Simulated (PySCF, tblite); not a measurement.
# C₂H₈ClNSi₃: geometry, infrared bands and NMR shifts

Aim: predict the infrared bands and NMR shifts of C₂H₈ClNSi₃ (`N#CC[Si@@H]([SiH3])[SiH2]Cl`).

Computed with tblite 0.8.0 and PySCF 2.14.0, with density-fitted response routines of our own, on a single molecule in the gas phase. Atoms are numbered from 0 throughout.

**1. Starting geometry**

15 atoms, charge 0, multiplicity 1; geometry from: force field or distance geometry start.

Bonds of the start (Å): N0–C1 1.17, C1–C2 1.45, C2–Si3 1.87, Si3–Si4 2.23, Si3–Si5 2.21, Si5–Cl6 2.11, C2–H7 1.11, C2–H8 1.11, Si3–H9 1.50, Si4–H10 1.46, Si4–H11 1.46, Si4–H12 1.47, Si5–H13 1.47, Si5–H14 1.47.

**2. Geometry optimisation with GFN2-xTB**

The job: settings as JSON, then the geometry in Å.

```
{"job": {"kind": "relax", "xc": "GFN2-xTB", "basis": "xTB"}, "charge": 0, "multiplicity": 1}
N      0.234700    -3.107200     1.884200
C     -0.155200    -2.421900     1.017700
C     -0.640300    -1.564500    -0.045600
Si     0.027500     0.159200     0.260600
Si     2.015300     0.488000    -0.687500
Si    -1.469200     1.714300    -0.209300
Cl    -2.173800     2.477800     1.622200
H     -1.752000    -1.579600    -0.052900
H     -0.245500    -1.953800    -1.006400
H      0.276800     0.207400     1.740300
H      2.841900     1.365500     0.135500
H      1.893500     1.024500    -2.038900
H      2.699500    -0.803600    -0.790400
H     -0.902400     2.845600    -0.967000
H     -2.655300     1.156200    -0.884500
```

Launch:

```bash
$ OMP_NUM_THREADS=1 python probes_run.py task.json out
```

The driver reads the jobs from task.json and runs them one after another.

**Question.** This job is followed by: GFN2-xTB harmonic vibrations, gas phase; GIAO PBE0/pcSseg-1 NMR shielding, non-relativistic, gas phase. Predict these results of the whole session: strongest single infrared mode (GFN2-xTB); zero-point energy (GFN2-xTB); ¹³C shifts against TMS (PBE0/pcSseg-1); ¹H shifts against TMS (PBE0/pcSseg-1, means over atoms taken as alike); ¹⁵N shifts against NH3 (PBE0/pcSseg-1); ²⁹Si shifts against TMS (PBE0/pcSseg-1); ³⁵Cl shifts against HCl (PBE0/pcSseg-1).

The runs gave:

| quantity | value |
| --- | --- |
| strongest single infrared mode (GFN2-xTB) | 575 cm⁻¹, 404 km/mol |
| zero-point energy (GFN2-xTB) | 53.5 kcal/mol |
| ¹³C shifts against TMS (PBE0/pcSseg-1) | 122.7, -4.3 ppm |
| ¹H shifts against TMS (PBE0/pcSseg-1, means over atoms taken as alike) | 5.50, 5.30, 4.39, 3.81, 1.55, 1.25 ppm |
| ¹⁵N shifts against NH3 (PBE0/pcSseg-1) | 299.6 ppm |
| ²⁹Si shifts against TMS (PBE0/pcSseg-1) | -29.4, -72.8, -115.4 ppm |
| ³⁵Cl shifts against HCl (PBE0/pcSseg-1) | -108 ppm |

**Reading.** Relaxing lowered the energy by 0.550 eV in 163 steps; the close pair that moved most is Si3–Si5, from 2.209 to 2.330 Å. All 39 modes are real, so the xTB geometry is a minimum. The strongest single mode, at 575 cm⁻¹, moves mainly H9. Unscaled tight-binding wavenumbers are off by several per cent, some by more. Its intensities can rank the bands wrongly. C1 (nitrile carbon) lies farthest downfield among carbon, at 122.7 ppm; this is the usual window of a C≡N carbon, which has no attached hydrogen. At PBE0/pcSseg-1: The widest tensor belongs to N0: span 502 ppm, with a paramagnetic part of -372 ppm.
